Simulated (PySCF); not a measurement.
**C2H6Cd (dimethylcadmium): levels of theory compared**

Aim: a comparison of 5 runs (HF/STO-3G, HF/3-21G, B2PLYP/def2-SVP, wB97M-V/def2-SVP, SCS-MP2/def2-SVP) of C2H6Cd (dimethylcadmium). Input form: a Python script.

The calculation is run with PySCF 2.14.0.

1 further run of the same task is left out (set aside as unsound or not needed).

## (1) Starting point

C2H6Cd: 9 atoms, total charge 0, spin state singlet. As SMILES, `[CH3][Cd][CH3]`. The coordinates come from a PBE0-D4/def2-TZVP relaxation.

Bond lengths: C1–Cd2 2.113 Å, Cd2–C3 2.113 Å, C1–H4 1.092 Å, C1–H5 1.092 Å, C1–H6 1.092 Å, C3–H7 1.092 Å, C3–H8 1.092 Å, C3–H9 1.092 Å. Some angles: C1–Cd2–C3 180.0°, Cd2–C1–H4 110.6°, Cd2–C1–H5 110.6°, Cd2–C1–H6 110.6°, Cd2–C3–H7 110.6°, Cd2–C3–H8 110.6°, Cd2–C3–H9 110.6°, H4–C1–H5 108.3°, H4–C1–H6 108.3°, H5–C1–H6 108.3°.

## (2) A single-point energy at HF/STO-3G (run 1)

Input file job.py:

```python
# [CH3][Cd][CH3]
from pyscf import gto

mol = gto.M(
    atom=[
    ('C', (-1.073300, 1.398600, -1.165600)),
    ('Cd', (0.000000, 0.000000, -0.000000)),
    ('C', (1.073300, -1.398600, 1.165600)),
    ('H', (-1.960900, 0.935500, -1.601600)),
    ('H', (-0.451400, 1.779800, -1.978200)),
    ('H', (-1.393600, 2.244300, -0.553500)),
    ('H', (0.598900, -2.381200, 1.121000)),
    ('H', (2.098300, -1.496100, 0.802100)),
    ('H', (1.108700, -1.082200, 2.210200)),
],
    max_memory=1860,
    charge=0,
    spin=0,
    verbose=4,
    basis='sto-3g',
)

myscf = mol.RHF()
myscf.conv_tol = 1e-10
myscf.kernel()
if not myscf.converged:
    myscf = myscf.newton().run(myscf.mo_coeff, myscf.mo_occ)

etot = myscf.e_tot
print('E = %.10f Eh' % etot)
```

Run with:

```sh
$ OMP_NUM_THREADS=1 python job.py
```

Output:

```text
PySCF version 2.14.0

[INPUT] num. atoms = 9
[INPUT] num. electrons = 66
[INPUT] charge = 0
[INPUT] spin (= nelec alpha-beta = 2S) = 0
[INPUT] symmetry False subgroup None
[INPUT] Mole.unit = angstrom
[INPUT] Symbol           X                Y                Z      unit          X                Y                Z       unit  Magmom
[INPUT]  1 C     -1.073300000000   1.398600000000  -1.165600000000 AA   -2.028243049496   2.642970957817  -2.202664770793 Bohr   0.0
[INPUT]  2 Cd     0.000000000000   0.000000000000   0.000000000000 AA    0.000000000000   0.000000000000   0.000000000000 Bohr   0.0
[INPUT]  3 C      1.073300000000  -1.398600000000   1.165600000000 AA    2.028243049496  -2.642970957817   2.202664770793 Bohr   0.0
[INPUT]  4 H     -1.960900000000   0.935500000000  -1.601600000000 AA   -3.705563957660   1.767838789531  -3.026585361103 Bohr   0.0
[INPUT]  5 H     -0.451400000000   1.779800000000  -1.978200000000 AA   -0.853022372629   3.363334556501  -3.738256219615 Bohr   0.0
[INPUT]  6 H     -1.393600000000   2.244300000000  -0.553500000000 AA   -2.633522327194   4.241112341361  -1.045963409947 Bohr   0.0
[INPUT]  7 H      0.598900000000  -2.381200000000   1.121000000000 AA    1.131756976002  -4.499815847814   2.118382985637 Bohr   0.0
[INPUT]  8 H      2.098300000000  -1.496100000000   0.802100000000 AA    3.965212327175  -2.827219254962   1.515749324514 Bohr   0.0
[INPUT]  9 H      1.108700000000  -1.082200000000   2.210200000000 AA    2.095139354305  -2.045061612004   4.176672680514 Bohr   0.0

nuclear repulsion = 229.382431793873
number of shells = 23
number of NR pGTOs = 129
number of NR cGTOs = 43
basis = sto-3g
ecp = {}

******** <class 'pyscf.scf.hf.RHF'> ********
method = RHF
initial guess = minao
damping factor = 0
level_shift factor = 0
DIIS = <class 'pyscf.scf.diis.CDIIS'>
diis_start_cycle = 1
diis_space = 8
diis_damp = 0
SCF conv_tol = 1e-10
SCF conv_tol_grad = None
SCF max_cycles = 50
direct_scf = True
direct_scf_tol = 1e-13
Set gradient conv threshold to 1e-05
Initial guess from minao.
init E= -5476.78679717259
  HOMO = -0.327060294898937  LUMO = 0.050355069199112  gap/eV = 10.27000
cycle= 1 E= -5489.86100937055  delta_E= -13.1  |g|= 0.336  |ddm|= 3.28
  HOMO = -0.221488902267428  LUMO = 0.368385067116253  gap/eV = 16.05129
cycle= 2 E= -5489.91428480709  delta_E= -0.0533  |g|= 0.0653  |ddm|= 0.613
  HOMO = -0.267223456690327  LUMO = 0.331808600750906  gap/eV = 16.30049
cycle= 3 E= -5489.91711475588  delta_E= -0.00283  |g|= 0.0164  |ddm|= 0.153
  HOMO = -0.268333098521929  LUMO = 0.327772834647594  gap/eV = 16.22087
cycle= 4 E= -5489.91725926881  delta_E= -0.000145  |g|= 0.00252  |ddm|= 0.0399
  HOMO = -0.269341114408559  LUMO = 0.327975938907625  gap/eV = 16.25382
cycle= 5 E= -5489.91726186931  delta_E= -2.6e-06  |g|= 0.000391  |ddm|= 0.00406
  HOMO = -0.269325246839508  LUMO = 0.327950546889938  gap/eV = 16.25270
cycle= 6 E= -5489.91726198195  delta_E= -1.13e-07  |g|= 4.43e-05  |ddm|= 0.000881
  HOMO = -0.269337148056694  LUMO = 0.327939586739249  gap/eV = 16.25273
cycle= 7 E= -5489.91726198348  delta_E= -1.52e-09  |g|= 8.71e-06  |ddm|= 0.000122
  HOMO = -0.26933737393125  LUMO = 0.327938910574126  gap/eV = 16.25272
cycle= 8 E= -5489.91726198358  delta_E= -1.08e-10  |g|= 2.2e-06  |ddm|= 3.26e-05
  HOMO = -0.269337105810571  LUMO = 0.327939254273883  gap/eV = 16.25272
cycle= 9 E= -5489.91726198356  delta_E= 2.36e-11  |g|= 4.73e-07  |ddm|= 9.55e-06
  HOMO = -0.269337114000999  LUMO = 0.327939252671217  gap/eV = 16.25272
Extra cycle  E= -5489.91726198359  delta_E= -3.27e-11  |g|= 2.5e-07  |ddm|= 1.12e-06
converged SCF energy = -5489.91726198359
E = -5489.9172619836 Eh
```

Run time: 1.2 s. Hardware: 1 thread of Intel Xeon at 2.70GHz, shared host; peak memory 0.12 GiB.

## (3) The energy at HF/3-21G (run 2)

Input file calc.py:

```python
# [CH3][Cd][CH3]
from pyscf import gto, scf

mol = gto.M(
    atom='''
C     -1.073300     1.398600    -1.165600
Cd     0.000000     0.000000     0.000000
C      1.073300    -1.398600     1.165600
H     -1.960900     0.935500    -1.601600
H     -0.451400     1.779800    -1.978200
H     -1.393600     2.244300    -0.553500
H      0.598900    -2.381200     1.121000
H      2.098300    -1.496100     0.802100
H      1.108700    -1.082200     2.210200
''',
    max_memory=1860,
    charge=0,
    verbose=4,
    basis='3-21g',
)

mf = scf.RHF(mol)
mf.conv_tol = 1e-10
mf.kernel()
if not mf.converged:
    mf = mf.newton().run(mf.mo_coeff, mf.mo_occ)

e_final = mf.e_tot
print(f'total energy: {e_final:.8f} hartree')
```

Run with:

```sh
$ OMP_NUM_THREADS=1 python calc.py
```

Output:

```text
PySCF version 2.14.0

[INPUT] num. atoms = 9
[INPUT] num. electrons = 66
[INPUT] charge = 0
[INPUT] spin (= nelec alpha-beta = 2S) = 0
[INPUT] symmetry False subgroup None
[INPUT] Mole.unit = angstrom
[INPUT] Symbol           X                Y                Z      unit          X                Y                Z       unit  Magmom
[INPUT]  1 C     -1.073300000000   1.398600000000  -1.165600000000 AA   -2.028243049496   2.642970957817  -2.202664770793 Bohr   0.0
[INPUT]  2 Cd     0.000000000000   0.000000000000   0.000000000000 AA    0.000000000000   0.000000000000   0.000000000000 Bohr   0.0
[INPUT]  3 C      1.073300000000  -1.398600000000   1.165600000000 AA    2.028243049496  -2.642970957817   2.202664770793 Bohr   0.0
[INPUT]  4 H     -1.960900000000   0.935500000000  -1.601600000000 AA   -3.705563957660   1.767838789531  -3.026585361103 Bohr   0.0
[INPUT]  5 H     -0.451400000000   1.779800000000  -1.978200000000 AA   -0.853022372629   3.363334556501  -3.738256219615 Bohr   0.0
[INPUT]  6 H     -1.393600000000   2.244300000000  -0.553500000000 AA   -2.633522327194   4.241112341361  -1.045963409947 Bohr   0.0
[INPUT]  7 H      0.598900000000  -2.381200000000   1.121000000000 AA    1.131756976002  -4.499815847814   2.118382985637 Bohr   0.0
[INPUT]  8 H      2.098300000000  -1.496100000000   0.802100000000 AA    3.965212327175  -2.827219254962   1.515749324514 Bohr   0.0
[INPUT]  9 H      1.108700000000  -1.082200000000   2.210200000000 AA    2.095139354305  -2.045061612004   4.176672680514 Bohr   0.0

nuclear repulsion = 229.382431793873
number of shells = 36
number of NR pGTOs = 129
number of NR cGTOs = 66
basis = 3-21g
ecp = {}

******** <class 'pyscf.scf.hf.RHF'> ********
method = RHF
initial guess = minao
damping factor = 0
level_shift factor = 0
DIIS = <class 'pyscf.scf.diis.CDIIS'>
diis_start_cycle = 1
diis_space = 8
diis_damp = 0
SCF conv_tol = 1e-10
SCF conv_tol_grad = None
SCF max_cycles = 50
direct_scf = True
direct_scf_tol = 1e-13
Set gradient conv threshold to 1e-05
Initial guess from minao.
init E= -5507.88359765346
  HOMO = -0.260150047527347  LUMO = -0.00566209094200865  gap/eV = 6.92497
cycle= 1 E= -5518.54882700657  delta_E= -10.7  |g|= 0.319  |ddm|= 2.51
  HOMO = -0.315522066662528  LUMO = 0.0708696931323785  gap/eV = 10.51426
cycle= 2 E= -5518.57747151062  delta_E= -0.0286  |g|= 0.119  |ddm|= 0.512
  HOMO = -0.329010875082603  LUMO = 0.0680033744982957  gap/eV = 10.80331
cycle= 3 E= -5518.58073950435  delta_E= -0.00327  |g|= 0.0316  |ddm|= 0.152
  HOMO = -0.332029376669712  LUMO = 0.0679277293070945  gap/eV = 10.88339
cycle= 4 E= -5518.58127398094  delta_E= -0.000534  |g|= 0.00496  |ddm|= 0.0817
  HOMO = -0.33192092108175  LUMO = 0.0680201312579309  gap/eV = 10.88295
cycle= 5 E= -5518.58129371613  delta_E= -1.97e-05  |g|= 0.00147  |ddm|= 0.0161
  HOMO = -0.332475747900357  LUMO = 0.0679752351136665  gap/eV = 10.89683
cycle= 6 E= -5518.58129510291  delta_E= -1.39e-06  |g|= 0.000492  |ddm|= 0.0035
  HOMO = -0.332508656693219  LUMO = 0.0679525281944981  gap/eV = 10.89710
cycle= 7 E= -5518.58129525841  delta_E= -1.55e-07  |g|= 5.52e-05  |ddm|= 0.00124
  HOMO = -0.332515697672068  LUMO = 0.0679494286368766  gap/eV = 10.89721
cycle= 8 E= -5518.58129526062  delta_E= -2.21e-09  |g|= 5.91e-06  |ddm|= 0.000172
  HOMO = -0.332516740633081  LUMO = 0.067949031682247  gap/eV = 10.89723
cycle= 9 E= -5518.58129526067  delta_E= -4.91e-11  |g|= 1.15e-06  |ddm|= 2.81e-05
  HOMO = -0.332516770939423  LUMO = 0.067948970812759  gap/eV = 10.89723
Extra cycle  E= -5518.58129526065  delta_E= 2.18e-11  |g|= 4.89e-07  |ddm|= 4.06e-06
converged SCF energy = -5518.58129526065
total energy: -5518.58129526 hartree
```

It took 1.2 s on 1 thread of Intel Xeon at 2.70GHz, shared host; peak memory 0.12 GiB.

Runs 3 to 4 aren't shown in full; the table further down has their settings and results.

## (4) A single-point energy at SCS-MP2/def2-SVP (core potential) (run 5)

Input file job.py:

```python
from pyscf import gto, scf, mp

molecule = gto.Mole()
molecule.atom = '''
C     -2.028243     2.642971    -2.202665
Cd     0.000000     0.000000     0.000000
C      2.028243    -2.642971     2.202665
H     -3.705564     1.767839    -3.026585
H     -0.853022     3.363335    -3.738256
H     -2.633522     4.241112    -1.045963
H      1.131757    -4.499816     2.118383
H      3.965212    -2.827219     1.515749
H      2.095139    -2.045062     4.176673
'''
molecule.ecp = {'Cd': 'def2-svp'}
molecule.max_memory = 1860
molecule.basis = 'def2-svp'
molecule.verbose = 3
molecule.unit = 'bohr'
molecule.charge = 0
molecule.spin = 0
molecule.build()

mf = scf.RHF(molecule)
mf.conv_tol = 1e-10
mf.kernel()
if not mf.converged:
    mf = mf.newton().run(mf.mo_coeff, mf.mo_occ)

pt = mp.MP2(mf, frozen=2).run()
e_final = mf.e_tot + 1.2 * pt.e_corr_os + pt.e_corr_ss / 3
print('E(%s) = %.9f' % ('SCS-MP2', e_final))
```

Run with:

```sh
$ OMP_NUM_THREADS=1 python job.py
```

Output:

```text
converged SCF energy = -245.964208469296
E(RMP2) = -246.651678794298  E_corr = -0.687470325001917
E(SCS-RMP2) = -246.613779143518  E_corr = -0.649570674221186
E(SCS-MP2) = -246.613779144
```

Run time: 2.5 s. Hardware: 1 thread of Intel Xeon at 2.70GHz, shared host; peak memory 0.22 GiB.

## (5) All runs side by side

| run | level | core potential | frozen core orbitals | energy (Eh) | dipole moment (D) of the reference | HOMO energy (eV) | LUMO energy (eV) | wall time |
| --- | --- | --- | --- | --- | --- | --- | --- | --- |
| 1 | HF/STO-3G | – | – | -5489.917262 | 0.00 | -7.33 | 8.92 | 1.2 s |
| 2 | HF/3-21G | – | – | -5518.581295 | 0.00 | -9.05 | 1.85 | 1.2 s |
| 3 | B2PLYP/def2-SVP (core potential) | def2-svp | 2 | -247.177872 | 0.00 | -7.67 | 0.78 | 22 s |
| 4 | wB97M-V/def2-SVP (core potential) | def2-svp | – | -247.338271 | 0.00 | -8.93 | 1.30 | 100 s |
| 5 | SCS-MP2/def2-SVP (core potential) | def2-svp | 2 | -246.613779 | 0.00 | -9.33 | 2.20 | 2.5 s |

## (6) Results

| quantity | value |
| --- | --- |
| run 5: total energy | -246.61378 Eh |
| run 5: dipole moment (Hartree–Fock density) | 0.00 D |
| run 5: HOMO energy (Hartree–Fock orbitals) | -9.33 eV |
| run 5: LUMO energy (Hartree–Fock orbitals) | 2.20 eV |
| run 5: HOMO–LUMO gap (Hartree–Fock orbitals) | 11.53 eV |
| run 5: correlation energy (2 core orbitals frozen) | -649.6 mEh |

What this shows: Over runs 1, 2, 3, 4 the HOMO–LUMO gap runs from 8.46 eV (B2PLYP/def2-SVP) to 16.25 eV (HF/STO-3G). The two ends differ in method and basis and core potential. A double hybrid's value is that of its SCF part. Totals of different functionals can't be ranked against each other. Some runs of one species differ in core potentials or relativity; totals across that change don't compare. In run 1 the basis is minimal, so the values are rough. In runs 1, 2 relativity is left out where basis or elements ask for it. All runs together took 2.1 min, the longest 100 s.
